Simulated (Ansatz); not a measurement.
# CH₃IOSi: up Jacob's ladder to CCSD(T)

An exercise on one series of results from a longer session: the logs are not shown, and one member is left open.

Program: Ansatz 0.2.0, Gaussian basis. Level of theory: functionals in def2-TZVPP, the program's frozen cores in correlated methods. These are calculated values, not measurements.

Plan: LDA (SPW92), PBE-D4, revPBE-D4, BLYP-D4, r2SCAN-D4, B97M-V, PBE0-D4, B3LYP-D4, r2SCANh-D4, r2SCAN0-D4, HSE06-D4, BHLYP-D4, CAM-B3LYP-D4, LC-ωPBE, ωB97X-V, ωB97M-V, B2PLYP, PBE-QIDH; CCSD(T)/def2-SVP; CCSD(T)/def2-TZVPP; MP2/def2-QZVPP; extrapolation to the limit; RPA on PBE.

## Structure used throughout

The geometry comes from an earlier relaxation with PBE0-D4 in a triple-zeta def2 set; it is a stationary point, not always the lowest conformer. I takes the def2 core potential; no spin-orbit term is included.

SMILES `I[SiH]1CO1`, 7 atoms, charge 0, spin multiplicity 1.

Atoms are counted from 1 here; the program's logs count them from 0.

Bond lengths: I1–Si2 2.410 Å, Si2–C3 1.799 Å, Si2–O4 1.650 Å, Si2–H5 1.474 Å, C3–O4 1.486 Å, C3–H6 1.088 Å, C3–H7 1.088 Å. Angles: I1–Si2–C3 122.2°, I1–Si2–O4 118.0°, I1–Si2–H5 110.2°, C3–Si2–O4 50.8°, C3–Si2–H5 124.8°, O4–Si2–H5 117.5°, Si2–C3–O4 59.4°, Si2–C3–H6 120.9°, Si2–C3–H7 122.7°, O4–C3–H6 112.7°, O4–C3–H7 112.7°, H6–C3–H7 114.0°, Si2–O4–C3 69.8°.

Set-up of the first run:

Input file in.yaml:

```yaml
crystal:
  periodic: [false, false, false]
  atoms:
    - {symbol: I, position_ang: [1.033867, -2.187515, -1.498532]}
    - {symbol: Si, position_ang: [-0.092130, -0.785687, 0.106904]}
    - {symbol: C, position_ang: [-0.136438, 1.006445, -0.048087]}
    - {symbol: O, position_ang: [0.799992, 0.351946, 0.901430]}
    - {symbol: H, position_ang: [-1.040949, -1.584596, 0.903916]}
    - {symbol: H, position_ang: [0.377462, 1.509720, -0.863828]}
    - {symbol: H, position_ang: [-0.880703, 1.621687, 0.452599]}
basis:
  gaussian: {orbitals: def2-TZVPP}
hamiltonian: {xc: lda}
output: {orbitals: {seedname: orbitals}}
```

Run with:

```sh
> ansatz run in.yaml --threads 2 --pin off --events-out ev --progress --plain --max-ram 4352MiB
```

Among the steps run: LDA; PBE-D4 (GGA); revPBE-D4 (GGA); BLYP-D4 (GGA); r2SCAN-D4 (meta-GGA); B97M-V (meta-GGA); PBE0-D4 (hybrid); B3LYP-D4 (hybrid); r2SCANh-D4 (hybrid); r2SCAN0-D4 (hybrid); HSE06-D4 (hybrid); BHLYP-D4 (hybrid); CAM-B3LYP-D4 (range-separated); LC-ωPBE (range-separated); ωB97X-V (range-separated); ωB97M-V (range-separated); B2PLYP (double hybrid); PBE-QIDH (double hybrid).

One of the session's tables, all rows but one given; the rest of the session is left out.

It belongs to the step «Orbital energies across the functionals». 

```
  functional  HOMO (eV)  gap (eV)
 LDA (SPW92)      -6.56      4.71
      PBE-D4      -6.40      4.76
   revPBE-D4      -6.34      4.79
     BLYP-D4          ?         ?
   r2SCAN-D4      -6.65      5.30
      B97M-V      -6.68      5.30
     PBE0-D4      -7.60      6.81
    B3LYP-D4      -7.38      6.35
  r2SCANh-D4      -7.10      6.04
  r2SCAN0-D4      -7.78      7.15
    HSE06-D4      -7.21      6.05
    BHLYP-D4      -8.67      8.78
CAM-B3LYP-D4      -8.90      9.12
     LC-ωPBE     -10.22     11.59
     ωB97X-V      -9.87     11.15
     ωB97M-V      -9.75     10.78
```

Estimate the missing values for BLYP-D4.

Worked estimate for «HOMO (eV)». Against the share of exact exchange, B3LYP-D4 (0.2, -7.38), BHLYP-D4 (0.5, -8.67) give a slope of -4.30 per unit share; at 0 the line stands at -6.52.

As computed: HOMO (eV): -6.25; gap (eV): 4.71. In «HOMO (eV)» the line misses by -0.27.
